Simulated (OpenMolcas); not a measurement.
**Sm⁺: CASSCF and CASPT2 terms and fine-structure levels**

Wanted: the level scheme of Sm⁺ from active-space wave functions, then second-order correlation.

Program: OpenMolcas 26.06. Level of theory: state-averaged CASSCF and CASPT2, spin-orbit coupling by RASSI with atomic mean-field integrals. These are calculated values, not measurements, unless marked.

### Step 1. What is computed

- Species: Sm⁺ (samarium, Z = 62, 61 electrons)
- Basis: ANO-RCC-VDZP [7s6p4d2f1g], 68 functions
- Scalar Hamiltonian: DKH2, point nucleus
- Inactive shells: 1s 2s 2p 3s 3p 3d 4s 4p 4d 5s 5p
- Active space: 7 electrons in 8 orbitals (4f 6s)
- Some configurations of this space: 4f⁶ 6s
- Orbitals: optimised for the highest spin of each parity, averaged over all roots

Outer shells as boxes (Hund's rule):

4f6 6s
```
4f [↑ ][↑ ][↑ ][↑ ][↑ ][↑ ][  ]
6s [↑ ]
```

Each step is its own input file, run in one work folder so that later steps find the files of earlier ones. Labels, J, g values, rates, χT and fits are worked out afterwards by a script from the matrices that RASSI stores.

### Step 2. One- and two-electron integrals

Input file a.inp:

```
&GATEWAY
Coord
1

Sm 0.0 0.0 0.0
Basis=ANO-RCC-VDZP
Group=XYZ
NoMove
AngMom=0.0 0.0 0.0
AMFI
&SEWARD
```

The run is started by

```
$ OMP_NUM_THREADS=1 MOLCAS_MEM=2252 MOLCAS_PROJECT=a pymolcas a.inp > a.log
```

### Step 3. CASSCF: octets of even parity, 7 roots

Input file a.inp:

```
&RASSCF
FileOrb=start.orb
Symmetry=1
Spin=8
nActEl=7 0 0
Inactive=15 12
Ras2=1 7
CIRoot=7 7 1
SDav=7
CIMx=300
Iter=120 100
PrWF=0.3
OrbListing=Nothing
MaxOrb=0
Atom
>>> COPY $Project.JobIph JOB001
```

start.orb holds the contracted functions of the basis, ordered by shell, or the orbitals of the step before.

### Step 4. Reference wave functions, sextets of even parity, 147 roots

Input file a.inp:

```
&RASSCF
FileOrb=start.orb
Symmetry=1
Spin=6
nActEl=7 0 0
Inactive=15 12
Ras2=1 7
CIRoot=147 147 1
SDav=147
CIMx=300
Iter=120 100
PrWF=0.3
OrbListing=Nothing
MaxOrb=0
Atom
CIOnly
>>> COPY $Project.JobIph JOB002
```

### Step 5. Reference wave functions, quartets of even parity, 162 roots

Input file a.inp:

```
&RASSCF
FileOrb=start.orb
Symmetry=1
Spin=4
nActEl=7 0 0
Inactive=15 12
Ras2=1 7
CIRoot=162 162 1
SDav=728
CIMx=300
Iter=120 100
PrWF=0.3
OrbListing=Nothing
MaxOrb=0
Atom
CIOnly
>>> COPY $Project.JobIph JOB003
```

### Step 6. RASSI: spin-orbit coupling between the states

Input file a.inp:

```
&RASSI
NrOfJobIphs=3 7 69 42
1 2 3 4 5 6 7
1 2 3 4 5 6 7 8 9 10 11 12 13 14 15 16 17 18 19 20 21 22 23 24 25 26 27
28 29 30 31 32 33 34 35 36 37 38 39 40 41 42 43 44 45 46 47 48 49 50 51
52 53 54 55 56 57 58 59 60 61 62 63 64 65 66 67 68 69
1 2 3 4 5 6 7 8 9 10 11 12 13 14 15 16 17 18 19 20 21 22 23 24 25 26 27
28 29 30 31 32 33 34 35 36 37 38 39 40 41 42
IphNames
JOB001
JOB002
JOB003
EJob
SpinOrbit
DIPRint=1.0
SOCoupling=1000.0
Subsets=2
MEES
Property=10
'ANGMOM' 1 'ANGMOM' 2 'ANGMOM' 3 'MLTPL  1' 1 'MLTPL  1' 2 'MLTPL  1' 3
'AMFI' 1 'AMFI' 2 'AMFI' 3 'MLTPL  2' 6
SOProperty=3
'ANGMOM' 1 'ANGMOM' 2 'ANGMOM' 3
```

### Step 7. CASPT2: IPEA 0.25, imaginary shift 0.1 (closed shells correlated: 5s 5p)

Input file a.inp:

```
>>> COPY JOB001 $Project.JobIph
&CASPT2
Multistate=7 1 2 3 4 5 6 7
Frozen=14 9
IPEA=0.25
Imaginary=0.1
MaxIter=60
WThr=0.0 0.3 0.05
PrWF=0.5
NoMix
>>> COPY JOB002 $Project.JobIph
&CASPT2
Multistate=69 1 2 3 4 5 6 7 8 9 10 11 12 13 14 15 16 17 18 19 20 21 22
23 24 25 26 27 28 29 30 31 32 33 34 35 36 37 38 39 40 41 42 43 44 45 46
47 48 49 50 51 52 53 54 55 56 57 58 59 60 61 62 63 64 65 66 67 68 69
Frozen=14 9
IPEA=0.25
Imaginary=0.1
MaxIter=60
WThr=0.0 0.3 0.05
PrWF=0.5
NoMix
>>> COPY JOB003 $Project.JobIph
&CASPT2
Multistate=42 1 2 3 4 5 6 7 8 9 10 11 12 13 14 15 16 17 18 19 20 21 22
23 24 25 26 27 28 29 30 31 32 33 34 35 36 37 38 39 40 41 42
Frozen=14 9
IPEA=0.25
Imaginary=0.1
MaxIter=60
WThr=0.0 0.3 0.05
PrWF=0.5
NoMix
```

(Steps that only read results are left out.)

**Question.** What will these runs give? Wanted: lowest level; first excited level; lowest level of another term; spin-orbit lowering of the lowest level; strongest of the lines computed, by gA.

The runs gave:

| quantity | value |
| --- | --- |
| method | SS-CASPT2, IPEA 0.25, imaginary shift 0.1 (closed shells correlated: 5s 5p) |
| lowest level | 4f⁶ 6s ⁸F_1/2, 95 % of that term, g = 3.929 |
| ground level listed by NIST | 8F1/2 |
| first excited level | 4f⁶ 6s ⁸F_3/2 at 319 cm⁻¹ |
| lowest level of another term | 4f⁶ 6s ⁶F_1/2(1) at 1373 cm⁻¹ |
| spin-orbit lowering of the lowest level | 2996 cm⁻¹ |
| strongest of the lines computed, by gA (one parity, so forbidden lines), at CASSCF energies | 4f⁶ 6s ⁶G_11/2 → 4f⁶ 6s ⁸F_11/2, 390.4 nm, A = 6.66e+00 s⁻¹ |

What each method costs and misses:

```csv
method,time of its own steps,time with the reference,mean absolute difference from the measured levels (cm-1)
A. CASSCF,59 s,59 s,410
"B. SS-CASPT2, IPEA 0.25, imaginary shift 0.1, +5s 5p",92 s,2.5 min,81
```

Times are of one thread on a shared host.

What this shows: The multiplet ⁸F is regular; its intervals divided by the larger J differ by 37 % of their mean, where Landé's rule for pure LS coupling makes them equal. Second-order correlation (method B) scales the levels of the lowest configuration above 5000 cm⁻¹ by 0.86 to 1.01. Method B lies closest to the measured levels (81 cm⁻¹ on average) and A farthest (410). Only the configurations of the active space and the roots asked for are present. The sextets, quartets rest on orbitals optimised for another spin in at least one step, which raises them against the optimised states. Not all states of the active space went into the spin-orbit step. CASPT2 does not keep the components of a term degenerate, and the means are used. High states of lower spin are left out of the spin-orbit mixing. Levels of other configurations are missing from the list.
